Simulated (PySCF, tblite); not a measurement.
# C5H12SSi3: geometry, infrared bands and NMR shifts

What infrared bands and NMR shifts should C5H12SSi3 (`C#C[SiH2][Si@H]1C[C@H](S[SiH3])C1`) show?

The runs use tblite 0.8.0 and PySCF 2.14.0, with density-fitted response routines of our own; the level of theory stands in each step. All values are computed, except where a source is named. Atoms are numbered from 0 throughout.

## Step 1: The molecule as given

21 atoms, charge 0, multiplicity 1; geometry from: force field or distance geometry start.

Bonds of the start (Å): C0–C1 1.20, C1–Si2 1.87, Si2–Si3 2.25, Si3–C4 1.88, C4–C5 1.56, C5–S6 1.84, S6–Si7 2.15, C5–C8 1.56, C8–Si3 1.90, C0–H9 1.06, Si2–H10 1.49, Si2–H11 1.50, Si3–H12 1.49, C4–H13 1.10, C4–H14 1.10, C5–H15 1.10, Si7–H16 1.48, Si7–H17 1.48, Si7–H18 1.48, C8–H19 1.09, C8–H20 1.10.

## Step 2: Geometry optimisation with GFN2-xTB

The job: settings as JSON, then the geometry in Å.

```
{"job": {"kind": "relax", "xc": "GFN2-xTB", "basis": "xTB"}, "charge": 0, "multiplicity": 1}
C     -1.743100     2.874300    -0.614800
C     -2.190600     1.770000    -0.757400
Si    -2.861300     0.035000    -0.954500
Si    -1.332600    -1.508500    -0.366500
C      0.445600    -1.116300    -0.850300
C      0.606500    -0.353600     0.500200
S      2.282200    -0.621000     1.217400
Si     3.522000     0.776400     0.159400
C     -0.451500    -1.197700     1.285400
H     -1.376700     3.865700    -0.490800
H     -3.263900    -0.166800    -2.379700
H     -4.100900    -0.119200    -0.130400
H     -1.714700    -2.938900    -0.561000
H      1.049900    -2.024000    -0.980900
H      0.552500    -0.485500    -1.749200
H      0.350700     0.715100     0.463100
H      4.912600     0.675700     0.651300
H      2.982300     2.133100     0.380400
H      3.453500     0.453600    -1.286500
H     -0.096200    -2.123500     1.745300
H     -1.035200    -0.627100     2.030000
```

Run with:

```
OMP_NUM_THREADS=1 python probes_run.py task.json out
```

This one command runs all jobs of the session in turn.

**Question.** This job is followed by: GFN2-xTB harmonic vibrations, gas phase; GIAO PBE0/pcSseg-1 NMR shielding, non-relativistic, gas phase. What will the session give for the following? strongest single infrared mode (GFN2-xTB); zero-point energy (GFN2-xTB); ¹³C shifts against TMS (PBE0/pcSseg-1, means over atoms taken as alike); ¹H shifts against TMS (PBE0/pcSseg-1, means over atoms taken as alike); ²⁹Si shifts against TMS (PBE0/pcSseg-1); ³³S shifts against CS2 (PBE0/pcSseg-1); surface potential, 1st and 99th percentile.

**Answer**, as computed:

```
                                                               quantity                                         value
                              strongest single infrared mode (GFN2-xTB)                          769 cm⁻¹, 618 km/mol
                                           zero-point energy (GFN2-xTB)                                 88.3 kcal/mol
¹³C shifts against TMS (PBE0/pcSseg-1, means over atoms taken as alike)                   106.5, 83.9, 45.0, 24.2 ppm
 ¹H shifts against TMS (PBE0/pcSseg-1, means over atoms taken as alike)  4.99, 4.56, 4.38, 3.73, 2.15, 2.02, 1.92 ppm
                                ²⁹Si shifts against TMS (PBE0/pcSseg-1)                       -50.4, -59.3, -99.0 ppm
                                 ³³S shifts against CS2 (PBE0/pcSseg-1)                                       -74 ppm
                                  surface potential, 1st and 99th percentile                            -1.03 V and 1.51 V
```

The optimisation took 65 steps and gained 0.367 eV; among the close pairs (by a distance rule), Si2–Si3 changed most, from 2.251 to 2.316 Å. All 57 modes are real, so the xTB geometry is a minimum. The strongest single mode, at 769 cm⁻¹, is carried by H16, H18, H17. Unscaled tight-binding wavenumbers are off by several per cent, some by more. Its intensities can rank the bands wrongly. At PBE0/pcSseg-1: The widest tensor belongs to S6: span 569 ppm, with a paramagnetic part of -482 ppm. At PBE0/pcSseg-1, counted by nearest atom on the grid, the HOMO lies on S6 73 %, the LUMO on Si3 18 %; Si2 14 %.
